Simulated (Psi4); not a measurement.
**CAM-B3LYP/aug-cc-pVDZ run of [BF4]− (tetrafluoroborate)**

What is the energy change on altering one bond length of [BF4]− (tetrafluoroborate) at CAM-B3LYP/aug-cc-pVDZ? 

The results are computed with Psi4 1.11.

2 further runs of the same task are left out: 2 set aside as unsound or not needed.

## 1. The structure to begin with

The species is [BF4]− (5 atoms), meant as a singlet with charge -1. SMILES: `F[B-](F)(F)F`. The shape is that of a PBE0-D4/def2-TZVPD optimisation.

Bond lengths: F1–B2 1.406 Å, B2–F3 1.406 Å, B2–F4 1.406 Å, B2–F5 1.406 Å. Angles: F1–B2–F3 109.5°, F1–B2–F4 109.5°, F1–B2–F5 109.5°, F3–B2–F4 109.5°, F3–B2–F5 109.5°, F4–B2–F5 109.5°.

## 2. Energy and forces at CAM-B3LYP/aug-cc-pVDZ

The input, run.py:

```python
import psi4

psi4.set_memory(1600000000)
psi4.set_num_threads(1)
psi4.core.set_output_file('psi4.out', False)

m = psi4.geometry("""
-1 1
F     -0.057100    -0.040200     1.404000
B      0.000000     0.000000     0.000100
F      0.948900    -0.931000    -0.457200
F     -1.262500    -0.319100    -0.529700
F      0.370700     1.290300    -0.417200
symmetry c1
no_reorient
no_com
""")

psi4.set_options({
    'basis': 'aug-cc-pVDZ',
    'puream': True,
    'e_convergence': 1e-09,
    'd_convergence': 1e-08,
    'scf_type': 'pk',
    'dft_radial_points': 99,
    'dft_spherical_points': 590,
})

e_tot, wfn = psi4.gradient('CAM-B3LYP', molecule=m, return_wfn=True)
psi4.oeprop(wfn, 'WIBERG_LOWDIN_INDICES', 'MULLIKEN_CHARGES', 'QUADRUPOLE', title='CAM-B3LYP')
print('gradient / Eh bohr^-1')
print(e_tot.np.round(6))
print(f'energy = {wfn.energy():.10f} Eh')
```

Command:

```bash
python run.py
```

psi4.out:

```text
[...]
  Running in c1 symmetry.
[...]
  Nuclear repulsion =  179.786669064899513
[...]
  Multiplicity = 1
[...]
  Nalpha       = 21
  Nbeta        = 21
[...]
    Number of basis functions: 115
[...]
   @RKS iter   1:  -424.29874600853697   -8.72350e-01   6.62039e-03 ADIIS/DIIS
[...]
   @RKS iter   9:  -424.49160640792843   -2.12026e-11   4.02914e-09 DIIS
[...]
    Orbital Energies [Eh]
    ---------------------
    Doubly Occupied:
       1A    -24.542693     2A    -24.542645     3A    -24.542632
       4A    -24.542629     5A     -6.742680     6A     -1.089205
       7A     -1.032084     8A     -1.032018     9A     -1.032009
      10A     -0.439857    11A     -0.379414    12A     -0.379389
      13A     -0.379386    14A     -0.291436    15A     -0.291433
      16A     -0.267734    17A     -0.267717    18A     -0.267716
      19A     -0.234129    20A     -0.234128    21A     -0.234106
[...]
  @RKS Final Energy:  -424.49160640792843
   => Energetics <=
    Nuclear Repulsion Energy =            179.7866690648995132
    One-Electron Energy =                -959.4025725789006174
    Two-Electron Energy =                 389.4720575192723118
    DFT Exchange-Correlation Energy =     -34.3477604131997012
    Empirical Dispersion Energy =           0.0000000000000000
    VV10 Nonlocal Energy =                  0.0000000000000000
    Total Energy =                       -424.4916064079284297
[...]
  -Total Gradient:
     Atom            X                  Y                   Z
    ------   -----------------  -----------------  -----------------
       1        0.000307523892     0.000208346866    -0.007417835997
       2        0.000005749892    -0.000011349770     0.000104546288
       3       -0.004988278912     0.004908525046     0.002409864293
       4        0.006625971257     0.001680243908     0.002770175600
       5       -0.001940554379    -0.006767183994     0.002177832620
[...]
 Multipole Moments:
 ------------------------------------------------------------------------------------
     Multipole            Electronic (a.u.)      Nuclear  (a.u.)        Total (a.u.)
 ------------------------------------------------------------------------------------
 L = 1.  Multiply by 2.5417464519 to convert [e a0] to [Debye]
 Dipole X            :          0.0000259           -0.0000000            0.0000259
 Dipole Y            :         -0.0000469            0.0000000           -0.0000469
 Dipole Z            :          0.0012945           -0.0007559            0.0005386
 Magnitude           :                                                    0.0005413
 L = 2.  Multiply by 1.3450342976 to convert [e a0^2] to [Debye ang]
 Quadrupole XX       :       -108.6553941           84.6876854          -23.9677087
 Quadrupole XY       :         -0.0016665            0.0015260           -0.0001405
[...]
  Mulliken Charges: (a.u.)
   Center  Symbol    Alpha    Beta     Spin     Total
       1     F     4.76334  4.76334  0.00000 -0.52669
       2     B     1.94630  1.94630  0.00000  1.10739
       3     F     4.76344  4.76344  0.00000 -0.52687
       4     F     4.76346  4.76346  0.00000 -0.52692
       5     F     4.76346  4.76346  0.00000 -0.52692
   Total alpha = 21.00000, Total beta = 21.00000, Total charge = -1.00000
  Wiberg Bond Indices using Orthogonal Lowdin Orbitals:
[...]
```

The script printed:

```text
gradient / Eh bohr^-1
[[ 3.080e-04  2.080e-04 -7.418e-03]
 [ 6.000e-06 -1.100e-05  1.050e-04]
 [-4.988e-03  4.909e-03  2.410e-03]
 [ 6.626e-03  1.680e-03  2.770e-03]
 [-1.941e-03 -6.767e-03  2.178e-03]]
energy = -424.4916064079 Eh
```

It took 32 s on 1 thread of AMD EPYC 9R45 (Zen 5), shared host; peak memory 0.85 GiB.

## 3. The distorted shape

The input, job.inp:

```
memory 1600 MB

molecule mol {
  -1 1
  F
  B 1 r2
  F 2 r3 1 a3
  F 2 r4 3 a4 1 d4
  F 2 r5 3 a5 4 d5

  r2 = 2.1085
  r3 = 1.405808
  a3 = 109.47353
  r4 = 1.405852
  a4 = 109.46633
  d4 = -120.00462
  r5 = 1.405856
  a5 = 109.46793
  d5 = -119.98932
  units angstrom
  symmetry c1
}

set globals {
  basis                aug-cc-pVDZ
  puream               true
  e_convergence        1e-09
  d_convergence        1e-08
  scf_type             pk
  dft_radial_points    99
  dft_spherical_points 590
}

result, w = gradient("cam-b3lyp", return_wfn=True)
oeprop(w, "LOWDIN_CHARGES", "QUADRUPOLE", "MULLIKEN_CHARGES", title="CAM-B3LYP")
```

Command:

```bash
psi4 -n 1 job.inp job.out
```

job.out, cut to the lines that bear on the results:

```text
[...]
  Running in c1 symmetry.
[...]
  Nuclear repulsion =  162.495175359598591
[...]
  Multiplicity = 1
[...]
  Nalpha       = 21
  Nbeta        = 21
[...]
    Number of basis functions: 115
[...]
   @RKS iter   1:  -424.19268968990554   -1.11468e+00   6.98057e-03 ADIIS/DIIS
[...]
   @RKS iter  12:  -424.41569552482758   -2.16005e-12   1.16450e-09 DIIS
[...]
  @RKS Final Energy:  -424.41569552482758
   => Energetics <=
    Nuclear Repulsion Energy =            162.4951753595985906
    One-Electron Energy =                -924.0401539863718199
    Two-Electron Energy =                 371.3352610715261335
    DFT Exchange-Correlation Energy =     -34.2059779695805730
    Empirical Dispersion Energy =           0.0000000000000000
    VV10 Nonlocal Energy =                  0.0000000000000000
    Total Energy =                       -424.4156955248275835
[...]
  -Total Gradient:
     Atom            X                  Y                   Z
    ------   -----------------  -----------------  -----------------
       1        0.000000245691    -0.000001318471    -0.062348397629
       2       -0.000001841040    -0.000012798039    -0.013639216352
       3       -0.000015308354    -0.015572903971     0.025334184202
       4        0.013484234189     0.007773529873     0.025330219242
       5       -0.013495295646     0.007799850805     0.025318855511
[...]
 Multipole Moments:
 ------------------------------------------------------------------------------------
     Multipole            Electronic (a.u.)      Nuclear  (a.u.)        Total (a.u.)
 ------------------------------------------------------------------------------------
 L = 1.  Multiply by 2.5417464519 to convert [e a0] to [Debye]
 Dipole X            :         -0.0000103            0.0000022           -0.0000081
 Dipole Y            :         -0.0000588            0.0000004           -0.0000585
 Dipole Z            :          1.4097248           -0.0624216            1.3473032
 Magnitude           :                                                    1.3473032
 L = 2.  Multiply by 1.3450342976 to convert [e a0^2] to [Debye ang]
 Quadrupole XX       :       -108.1808796           84.6904814          -23.4903982
 Quadrupole XY       :          0.0011361           -0.0011047            0.0000314
[...]
  Mulliken Charges: (a.u.)
   Center  Symbol    Alpha    Beta     Spin     Total
[...]
```

Run time: 33 s. Hardware: 1 thread of AMD EPYC 9R45 (Zen 5), shared host; peak memory 0.83 GiB.

## 4. Summary of results

Level: CAM-B3LYP/aug-cc-pVDZ.

```
                                                              quantity          value
                                             first shape: total energy  -424.49161 Eh
                                              first shape: HOMO energy       -6.37 eV
                                              first shape: LUMO energy        4.57 eV
    first shape: HOMO–LUMO gap (to an unbound level, set by the basis)       10.94 eV
                                 first shape: largest force on an atom     0.382 eV/Å
                                         distorted shape: total energy  -424.41570 Eh
                                          distorted shape: HOMO energy       -5.09 eV
                                          distorted shape: LUMO energy        4.32 eV
distorted shape: HOMO–LUMO gap (to an unbound level, set by the basis)        9.41 eV
                             distorted shape: largest force on an atom     3.206 eV/Å
     energy change with the F1–B2 bond stretched from 1.406 to 2.108 Å       2.066 eV
```

**Reading.** With the F1–B2 bond stretched from 1.406 to 2.108 Å the energy rises by 2.07 eV (199 kJ/mol). The first shape isn't relaxed at this level, so the change isn't measured from a minimum. The largest force (first shape) is 0.38 eV/Å: the shape isn't a stationary point for this species at this level.
